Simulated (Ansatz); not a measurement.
# Two self-consistent states of TlNi2S2

Aim: solve TlNi2S2 (a database structure at a slightly changed volume) from each of its saved states, at one geometry and mesh, and see which is lowest and how they differ.

Method: DFT, r2SCAN, plane waves, PAW, in Ansatz 0.2.0.

### 1 Geometry

It takes space group I4/mmm (No. 139, tetragonal). Conventional cell: a = 3.782 Å, b = 3.782 Å, c = 12.736 Å, α = 90.00°, β = 90.00°, γ = 90.00°. Around Ni (site symmetry -4m2) lie 4 S at 2.35 Å and 4 Ni at 2.67 Å. S (site symmetry 4mm) is surrounded by 4 Ni at 2.35 Å and 4 Tl at 3.21 Å. Tl (site symmetry 4/mmm) has 8 S at 3.21 Å as nearest neighbours.

Coordinates:

```
Ni S Tl
1.0
     0.00000    0.00000   12.73618
    -3.78196    3.78196    0.00000
     1.89098    1.89098   -6.36809
Ni S Tl
4 4 2
Direct
  0.00000 0.75000 0.50000
  0.50000 0.25000 0.50000
  0.00000 0.25000 0.50000
  0.50000 0.75000 0.50000
  0.36000 0.00000 0.00000
  0.86000 0.50000 0.00000
  0.14000 0.50000 0.00000
  0.64000 0.00000 0.00000
  0.00000 0.00000 0.00000
  0.50000 0.50000 0.00000
```

The states: A, Ni1 up, Ni2 up, Ni3 up, Ni4 up (collinear spin); B, Ni1 up, Ni2 down, Ni3 up, Ni4 down (collinear spin). Each run reads its own saved solution as saved_state.

### 2 State A: the run

File input.yaml:

```yaml
crystal:
  lattice:
    - [0.0, 0.0, 12.73618279]
    - [-3.78195812, 3.78195812, 0.0]
    - [1.89097906, 1.89097906, -6.3680914]
  atoms:
    - { symbol: Ni, position: [0.0, 0.75, 0.5] }
    - { symbol: Ni, position: [0.5, 0.25, 0.5] }
    - { symbol: Ni, position: [0.0, 0.25, 0.5] }
    - { symbol: Ni, position: [0.5, 0.75, 0.5] }
    - { symbol: S, position: [0.36, 0.0, 0.0] }
    - { symbol: S, position: [0.86, 0.5, 0.0] }
    - { symbol: S, position: [0.14, 0.5, 0.0] }
    - { symbol: S, position: [0.64, 0.0, 0.0] }
    - { symbol: Tl, position: [0.0, 0.0, 0.0] }
    - { symbol: Tl, position: [0.5, 0.5, 0.0] }
  symmetry: { detect: false, time_reversal: true }
kpoints:
  mp_grid: { grid: [4, 4, 8], shift: [0, 0, 0] }
  band_path:
    path:
      - [0.0, 0.0, 0.0]
      - [0.0, 0.0, 0.5]
      - [0.5, 0.0, 0.25]
      - [0.5, -0.5, 0.0]
      - [0.0, 0.0, 0.0]
      - [1.0, 0.0, -0.5]
      - [1.0, -0.45591155, -0.27204423]
      - [0.0, -0.54408845, 0.27204423]
      - [0.0, 0.0, 0.0]
      - [0.0, 0.0, 0.5]
      - [0.0, -0.08817691, 0.5]
    npoints: 6
magnetization:
  spin_polarized: true
scf:
  occupations: { method: cold, width: 0.0109 }
  lower_state_search: "off"
  max_iter: 200
hamiltonian:
  pseudopotentials: { kind: paw }
  xc: r2scan
basis:
  ecutwfc: 500
  fft_grid_basis: typed
output:
  forces: true
  stress: true
  eigenvalues: true
  bader: true
  populations: true
  elf: true
  write_potential: true
  volumetric_format: npy
  dos:
    e_range: [-12, 8]
    de: 0.05
    projected: { site_lists: { Ni: [Ni], S: [S], Tl: [Tl] } }
checkpoint:
  read: saved_state
```

### 4 State B: the run

Changes to input.yaml since step 2:

```diff
@@ -6,6 +6,6 @@
   atoms:
-    - { symbol: Ni, position: [0.0, 0.75, 0.5] }
-    - { symbol: Ni, position: [0.5, 0.25, 0.5] }
-    - { symbol: Ni, position: [0.0, 0.25, 0.5] }
-    - { symbol: Ni, position: [0.5, 0.75, 0.5] }
+    - { symbol: Ni, position: [0.0, 0.75, 0.5], spin: 2.0 }
+    - { symbol: Ni, position: [0.5, 0.25, 0.5], spin: -2.0 }
+    - { symbol: Ni, position: [0.0, 0.25, 0.5], spin: 2.0 }
+    - { symbol: Ni, position: [0.5, 0.75, 0.5], spin: -2.0 }
     - { symbol: S, position: [0.36, 0.0, 0.0] }
@@ -19,16 +19,2 @@
   mp_grid: { grid: [4, 4, 8], shift: [0, 0, 0] }
-  band_path:
-    path:
-      - [0.0, 0.0, 0.0]
-      - [0.0, 0.0, 0.5]
-      - [0.5, 0.0, 0.25]
-      - [0.5, -0.5, 0.0]
-      - [0.0, 0.0, 0.0]
-      - [1.0, 0.0, -0.5]
-      - [1.0, -0.45591155, -0.27204423]
-      - [0.0, -0.54408845, 0.27204423]
-      - [0.0, 0.0, 0.0]
-      - [0.0, 0.0, 0.5]
-      - [0.0, -0.08817691, 0.5]
-    npoints: 6
 magnetization:
```

(Steps that only read results are left out.)

**Question.** What will these runs give? Wanted: for each run, free energy; largest site moment; size of the net moment; gap; pressure; largest force.

**Answer**, as computed:

| state | free energy (meV/atom) | largest site moment (μB) | size of the net moment (μB/cell) | gap (eV) | pressure (GPa) | largest force (eV/Å) | SCF cycles |
| --- | --- | --- | --- | --- | --- | --- | --- |
| A | 0.0 | 1.13 | 5.82 | metal | -3.1 | 1.42 | 14 |
| B | 31.2 | 0.77 | 0.05 | metal | -4.1 | 1.52 | 28 |

What this shows: State A wins by 31.2 meV per atom over B. The atoms are far from rest (forces to 1.5 eV/Å), so order and character hold for this geometry alone. At the same volume their pressures differ by 1.0 GPa. Every run converged, so convergence alone does not show that a state is the lowest.

Caveats: the k mesh is coarse for a cell without a gap.
